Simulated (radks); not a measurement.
# Cs²⁺ inside a hard spherical wall

An exercise on one series of results from a longer session: the logs are not shown, and one member is left open.

Program: radks (a radial shooting solver on a logarithmic mesh, Libxc functionals) version 1. Level of theory: scalar-relativistic Kohn-Sham, PBE, spin-unpolarised, spherical densities, finite nucleus. These are calculated values, not measurements, unless marked.

## What is computed

```
element            : caesium (Z = 55)
charge             : +2
electrons          : 53
configuration      : [Kr] 4d10 5s2 5p5
nuclear rms radius : 4.8041 fm
```

The outer shells:

Cs²⁺
```
[Kr] core
4d [↑↓][↑↓][↑↓][↑↓][↑↓]
5s [↑↓]
5p [↑↓][↑↓][↑ ]
```

Set-up of the first run:

The run's settings:

```text
Z 55
configuration [Kr] 4d10 5s2 5p5 6s0 4f0 5d0
relativity scalar-relativistic
functional pbe,pbe
spin unpolarised
nucleus finite rms 4.8041 fm
c 137.035999084
```

Among the steps run: The free atom; Wall at 15 bohr; Wall at 10 bohr; Wall at 8 bohr; Wall at 7 bohr; Wall at 5 bohr; Wall at 3.5 bohr; Wall at 2.5 bohr; Wall at 2 bohr.

One table of the session follows, with a row left open; its other results are not shown here.

```
R (bohr)  E − E(free) (eV)  ε(5d, empty) (eV)  ε(6s, empty) (eV)  ε(4f, empty) (eV)
    free             0.000            -12.314            -11.916             -7.430
      15            -0.000            -12.314            -11.916             -7.430
      10             0.000            -12.313            -11.906             -7.425
       8             0.000            -12.291            -11.776             -7.396
       7             0.003            -12.220            -11.444             -7.340
       5                 ?                  ?                  ?                  ?
     3.5            11.331             -2.227             16.673             -1.512
     2.5            104.55             31.712             97.743             16.184
       2            346.86             90.133             226.62             42.382
```

Estimate the missing values for R (bohr) = 5.

Worked estimate for «E − E(free) (eV)». A straight line through the neighbours (7, 0.003) and (3.5, 11.331) gives 0.003 + (11.331 − 0.003) × (5 − 7) / (3.5 − 7) = 6.476; a parabola fitted to 4 rows on both sides gives -21.789.

The run gave: E − E(free) (eV): 0.389; ε(5d, empty) (eV): -10.964; ε(6s, empty) (eV): -7.121; ε(4f, empty) (eV): -6.629. In «E − E(free) (eV)» the line misses by +6.087 and the parabola by -22.178. Between these rows the values bend or scatter more than so simple an estimate can follow.

From R = 2 bohr inwards the highest occupied level lies above zero, pushed up by confinement. Shells are not refilled when levels cross, and a hard wall is a model, not a crystal.
